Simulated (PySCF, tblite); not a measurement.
# C5H10GeSi: geometry, infrared bands and NMR shifts

What infrared bands and NMR shifts should C5H10GeSi (`C#CC1([SiH2][GeH3])CC1`) show?

Programs: tblite 0.8.0 and PySCF 2.14.0, with density-fitted response routines of our own. Each step states its level of theory. These are calculated values for one molecule in the gas phase, unless marked as measured. Atoms count from 0, in the outputs and in this text.

## 1. The molecule as given

17 atoms, charge 0, multiplicity 1; geometry from: force field or distance geometry start.

Bonds of the start (Å): C0–C1 1.21, C1–C2 1.48, C2–Si3 1.83, Si3–Ge4 2.29, C2–C5 1.49, C5–C6 1.53, C6–C2 1.51, C0–H7 1.07, Si3–H8 1.47, Si3–H9 1.50, Ge4–H10 1.55, Ge4–H11 1.54, Ge4–H12 1.56, C5–H13 1.13, C5–H14 1.09, C6–H15 1.10, C6–H16 1.10.

## 2. Optimising the geometry with GFN2-xTB

Job settings and geometry (Å):

```
{"job": {"kind": "relax", "xc": "GFN2-xTB", "basis": "xTB"}, "charge": 0, "multiplicity": 1}
C     -2.416300     2.001500    -0.267400
C     -1.659500     1.083100    -0.072000
C     -0.730100    -0.046500     0.170500
Si     0.877200     0.392700     0.926500
Ge     2.666300     0.330700    -0.504600
C     -1.347200    -1.324700     0.621500
C     -0.855400    -1.182800    -0.818600
H     -3.096800     2.808500    -0.442900
H      0.770600     1.683500     1.612000
H      1.194200    -0.619300     1.986800
H      3.943100    -0.111000     0.258500
H      2.428500    -0.633500    -1.680400
H      2.878900     1.749400    -1.109400
H     -0.620000    -1.963700     1.212400
H     -2.424900    -1.412100     0.783200
H     -1.668200    -1.027600    -1.548100
H      0.052500    -1.716100    -1.137800
```

Started as:

```
$ OMP_NUM_THREADS=1 python probes_run.py task.json out
```

This one command runs all jobs of the session in turn.

**Question.** This job is followed by: GFN2-xTB harmonic vibrations, gas phase; GIAO PBE0/pcSseg-1 NMR shielding, non-relativistic, gas phase. What will the session give for the following? strongest single infrared mode (GFN2-xTB); zero-point energy (GFN2-xTB); ¹³C shifts against TMS (PBE0/pcSseg-1, means over atoms taken as alike); ¹H shifts against TMS (PBE0/pcSseg-1, means over atoms taken as alike); ²⁹Si shifts against TMS (PBE0/pcSseg-1); ⁷³Ge shifts against GeMe4 (PBE0/pcSseg-1).

As calculated:

| quantity | value |
| --- | --- |
| strongest single infrared mode (GFN2-xTB) | 681 cm⁻¹, 625 km/mol |
| zero-point energy (GFN2-xTB) | 73.7 kcal/mol |
| ¹³C shifts against TMS (PBE0/pcSseg-1, means over atoms taken as alike) | 94.1, 69.7, 18.3, -4.9 ppm |
| ¹H shifts against TMS (PBE0/pcSseg-1, means over atoms taken as alike) | 4.11, 3.22, 1.13, 1.12, 0.75 ppm |
| ²⁹Si shifts against TMS (PBE0/pcSseg-1) | -46.2 ppm |
| ⁷³Ge shifts against GeMe4 (PBE0/pcSseg-1) | -384 ppm |

In words: The optimisation took 150 steps and gained 0.507 eV; among the close pairs (by a distance rule), C2–Si3 changed most, from 1.830 to 1.895 Å. No mode is imaginary among the 45: a minimum at this level. The strongest single mode, at 681 cm⁻¹, is carried by H8, H9, Si3. GFN2-xTB is a fitted tight-binding method: band positions and strengths are rough. Its intensities can rank the bands wrongly. At PBE0/pcSseg-1: The largest span, 303 ppm, is at C1, where the paramagnetic term is -163 ppm. Spin-orbit coupling is left out, which matters for shieldings and couplings at and beside the heavy atoms.
